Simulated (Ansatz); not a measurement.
# H4Ta2O7 (Ta₂H₄O₇): structure and electronic state

What does H4Ta2O7 (Ta₂H₄O₇) look like as a singlet, and where do its frontier electrons sit?

Computed with Ansatz 0.2.0, Gaussian basis. Level: RKS PBE0-D4/def2-TZVP.

Levels to be run: relaxation at PBE-D4/def2-SVP; a single point at PBE0-D4/def2-TZVP.

2 further runs of the same task are left out: 2 set aside as unsound or not needed.

### 1 The system as given

13 atoms, charge 0, spin multiplicity 1.

Atoms are counted from 1 here; the program's logs count them from 0.

Bond lengths: O1–Ta2 1.730 Å, Ta2–O3 1.886 Å, Ta2–O4 1.999 Å, Ta2–O5 1.847 Å, Ta2–O9 2.556 Å, O3–H10 0.963 Å, O4–Ta6 2.533 Å, O4–H11 0.965 Å, O5–Ta6 1.854 Å, Ta6–O7 1.713 Å, Ta6–O8 1.913 Å, Ta6–O9 1.960 Å, O8–H12 0.963 Å, O9–H13 0.961 Å. Angles: O1–Ta2–O3 97.7°, O1–Ta2–O4 98.9°, O1–Ta2–O5 110.9°, O1–Ta2–O9 161.4°, O3–Ta2–O4 129.6°, O3–Ta2–O5 119.5°, O3–Ta2–O9 83.0°, O4–Ta2–O5 97.8°, O4–Ta2–O9 67.4°, O5–Ta2–O9 84.2°, Ta2–O3–H10 137.4°, Ta2–O4–Ta6 69.5°, Ta2–O4–H11 127.5°, Ta6–O4–H11 119.4°, Ta2–O5–Ta6 90.1°, O4–Ta6–O5 81.2°, O4–Ta6–O7 88.7°, O4–Ta6–O8 164.3° and more.

Ta takes a core potential in the def2 sets. No spin-orbit coupling is included.

The start is a GFN2-xTB geometry.

### 2 Relaxation at PBE-D4/def2-SVP

The input, in.yaml:

```yaml
crystal:
  periodic: [false, false, false]
  atoms:
    - {symbol: O, position_ang: [1.183060, 1.722120, 2.221070]}
    - {symbol: Ta, position_ang: [0.834790, 0.745070, 0.836990]}
    - {symbol: O, position_ang: [2.607930, 0.508140, 0.240880]}
    - {symbol: O, position_ang: [-0.409140, -0.567630, 1.688200]}
    - {symbol: O, position_ang: [-0.391950, 1.575970, -0.266030]}
    - {symbol: Ta, position_ang: [-1.135520, -0.069310, -0.686480]}
    - {symbol: O, position_ang: [-2.725690, -0.539690, -0.258540]}
    - {symbol: O, position_ang: [-1.350560, -0.082710, -2.587200]}
    - {symbol: O, position_ang: [0.395290, -1.292920, -0.641530]}
    - {symbol: H, position_ang: [3.485480, 0.816420, 0.488920]}
    - {symbol: H, position_ang: [-1.023390, -0.408570, 2.414700]}
    - {symbol: H, position_ang: [-2.101210, -0.252440, -3.165280]}
    - {symbol: H, position_ang: [0.630910, -2.154460, -0.285710]}
basis:
  gaussian: {orbitals: def2-SVP}
hamiltonian: {xc: pbe, dispersion: d4}
scf: {lower_state_search: "off"}
output: {orbitals: {seedname: orbitals}}
relax: {f_tol: 0.02, max_steps: 100}
```

On the command line:

```sh
$ ansatz run in.yaml --threads 4 --pin off --events-out ev --progress --plain --max-ram 8704MiB
```

Further steps of the session: Single point, PBE0-D4/def2-TZVP.

Before running them: what should the planned runs give, taken together? Wanted: point group; commonest bond, hydrogen aside; HOMO, LUMO at PBE0-D4/def2-TZVP; dipole at PBE-D4/def2-SVP.

**Answer**, as computed:

```
                       quantity                           value
                    point group                              C2
 commonest bond, hydrogen aside  O–Ta, 8 of mean length 1.880 Å
HOMO, LUMO at PBE0-D4/def2-TZVP                 -8.98, -0.96 eV
      dipole at PBE-D4/def2-SVP                          1.27 D
```

What this shows: The relaxation broke 2 and made 0 bonds, so the end is another structure than the start. No usable vibrations, so a minimum isn't proven. Whether this spin is the lowest isn't tested here. The point group is read from a loosely relaxed geometry; soft torsions can leave it below the true symmetry.
